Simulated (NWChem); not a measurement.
**C2HBF (SMILES C#C[B]F) at UMP2/DGauss-DZVP**

Aim: the vertical electron affinity of C2HBF at UMP2/DGauss-DZVP, from 2 runs. Input form: an ASE script.

The calculation is run with NWChem 7.3.0.

1 further run of the same task is left out (set aside as unsound or not needed).

## (1) The system as given

C2HBF: 5 atoms, total charge 0, spin state doublet. SMILES: `C#C[B]F`. The shape is that of a GFN2-xTB optimisation.

Bond lengths: C1–C2 1.222 Å, C2–B3 1.457 Å, B3–F4 1.309 Å, C1–H5 1.051 Å. Angles: C1–C2–B3 166.6°, C2–B3–F4 133.2°, C2–C1–H5 175.3°.

## (2) The energy at UMP2/DGauss-DZVP

geom.sdf reads:

```

     RDKit          3D

  5  4  0  0  0  0  0  0  0  0999 V2000
    0.4742    1.1826   -0.3005 C   0  0  0  0  0  2  0  0  0  0  0  0
    0.0547    0.0717   -0.0138 C   0  0  0  0  0  2  0  0  0  0  0  0
   -0.1211   -1.3122    0.4050 B   0  0  0  0  0  2  0  0  0  0  0  0
   -1.1611   -2.1039    0.4682 F   0  0  0  0  0  0  0  0  0  0  0  0
    0.7532    2.1619   -0.5589 H   0  0  0  0  0  0  0  0  0  0  0  0
  2  1  1  0
  3  2  1  0
  4  3  1  0
  5  1  1  0
M  RAD  3   1   3   2   3   3   2
M  END
$$$$
```

run.py reads:

```python
from ase.io import read
from ase.calculators.nwchem import NWChem

atoms = read('geom.sdf')

calc = NWChem(
    label='geom',
    theory='mp2',
    memory='2200 mb',
    basis='"dzvp (dft orbital)"',
    basispar='spherical',
    scf={'nopen': '1', 'uhf': None, 'thresh': '1e-06', 'maxiter': '60'},
    mp2={'freeze': 'core 4'},
    task='energy',
)
atoms.calc = calc

print("Total energy (eV):", round(atoms.get_potential_energy(), 6))
```

Started as:

```sh
$ export ASE_NWCHEM_COMMAND="nwchem PREFIX.nwi > PREFIX.nwo"
$ python run.py
```

Output:

```text
Total energy (eV): -5464.921472
```

The calculator wrote geom.nwi:

```
title "geom"

permanent_dir geom

scratch_dir geom

start geom

geometry units angstrom nocenter noautosym noautoz
  C  4.7420000000000001e-01 1.1826000000000001e+00 -3.0049999999999999e-01
  C  5.4699999999999999e-02 7.1700000000000000e-02 -1.3800000000000000e-02
  B  -1.2110000000000000e-01 -1.3122000000000000e+00 4.0500000000000003e-01
  F  -1.1611000000000000e+00 -2.1038999999999999e+00 4.6820000000000001e-01
  H  7.5319999999999998e-01 2.1619000000000002e+00 -5.5889999999999995e-01
end

memory 2200 mb

basis spherical noprint
   * library "dzvp (dft orbital)"
end

scf
  nopen 1
  uhf
  thresh 1e-06
  maxiter 60
end
mp2
  freeze core 4
end

task mp2 energy
```

geom.nwo, cut to the lines that bear on the results:

```text
[...]
  functions       =    58
[...]
  wavefunction    = UHF
[...]
         Total SCF energy =   -200.377352178748
      One electron energy =   -424.152045557505
      Two electron energy =    148.109805405128
 Nuclear repulsion energy =     75.664887973629
                       Sz =      0.5000
                 Sz(Sz+1) =      0.7500
                      S^2 =      0.8782
[...]
          Total MP2 energy          -200.832161461292
[...]
```

It took 14 s on 1 thread of AMD EPYC 7B13 (Zen 3), shared host; peak memory 0.12 GiB.

## (3) The singlet anion at the same level

run.py reads:

```python
from ase import Atoms
from ase.calculators.nwchem import NWChem

molecule = Atoms(['C', 'C', 'B', 'F', 'H'], positions=[
    [0.474210, 1.182570, -0.300500],
    [0.054740, 0.071670, -0.013790],
    [-0.121090, -1.312180, 0.405000],
    [-1.161060, -2.103920, 0.468170],
    [0.753200, 2.161860, -0.558870],
])

calc = NWChem(
    label='c2hbf',
    theory='mp2',
    memory='2200 mb',
    basis='"dzvp (dft orbital)"',
    basispar='spherical',
    charge=-1,
    scf={'nopen': '0', 'rhf': None, 'thresh': '1e-06', 'maxiter': '80', 'print': 'low'},
    mp2={'freeze': 'core 4'},
    task='energy',
)
molecule.calc = calc

e = molecule.get_potential_energy()
print(f"E = {e:.6f} eV")
```

Started as:

```sh
$ export ASE_NWCHEM_COMMAND="nwchem PREFIX.nwi > PREFIX.nwo"
$ python run.py
```

Output:

```text
E = -5464.414573 eV
```

The calculator wrote c2hbf.nwi:

```
title "c2hbf"

permanent_dir c2hbf

scratch_dir c2hbf

start c2hbf

geometry units angstrom nocenter noautosym noautoz
  C  4.7421000000000002e-01 1.1825699999999999e+00 -3.0049999999999999e-01
  C  5.4739999999999997e-02 7.1669999999999998e-02 -1.3790000000000000e-02
  B  -1.2109000000000000e-01 -1.3121799999999999e+00 4.0500000000000003e-01
  F  -1.1610600000000000e+00 -2.1039200000000000e+00 4.6816999999999998e-01
  H  7.5319999999999998e-01 2.1618599999999999e+00 -5.5886999999999998e-01
end

charge -1

memory 2200 mb

basis spherical noprint
   * library "dzvp (dft orbital)"
end

scf
  nopen 0
  rhf
  thresh 1e-06
  maxiter 80
  print low
end
mp2
  freeze core 4
end

task mp2 energy
```

c2hbf.nwo, cut to the lines that bear on the results:

```text
[...]
  functions       =    58
[...]
  wavefunction    = RHF
[...]
         Total SCF energy =   -200.321581775664
      One-electron energy =   -430.559077894543
      Two-electron energy =    154.571813390184
 Nuclear repulsion energy =     75.665682728695
        Time for solution =      4.7s
[...]
          Total MP2 energy          -200.813533288190
[...]
```

Run time: 6.9 s. Hardware: 1 thread of AMD EPYC 7B13 (Zen 3), shared host; peak memory 0.12 GiB.

## (4) What came out

Level: UMP2/DGauss-DZVP, 4 core orbitals frozen.

| quantity | value |
| --- | --- |
| doublet C2HBF: total energy | -200.83216 Eh |
| doublet C2HBF: HOMO energy (Hartree–Fock orbitals) (highest over α and β) | -9.36 eV |
| doublet C2HBF: LUMO energy (Hartree–Fock orbitals) (lowest over α and β) | 1.34 eV |
| doublet C2HBF: correlation energy (4 core orbitals frozen) | -454.8 mEh |
| doublet C2HBF: ⟨S²⟩ of the reference determinant | 0.878 |
| singlet anion: total energy | -200.81353 Eh |
| singlet anion: correlation energy (4 core orbitals frozen) | -492.0 mEh |
| vertical electron affinity (to the singlet anion) | -0.507 eV |

In words: The anion lies 0.51 eV (11.7 kcal/mol) above the neutral: the electron isn't bound at this level, and such a value depends on the basis. Without diffuse functions anions come out too high. ⟨S²⟩ (doublet C2HBF) is 0.88 where a pure doublet has 0.75: the reference is spin-contaminated. Mulliken charges (doublet C2HBF) run from -0.39 on C1 to +0.27 on B3.
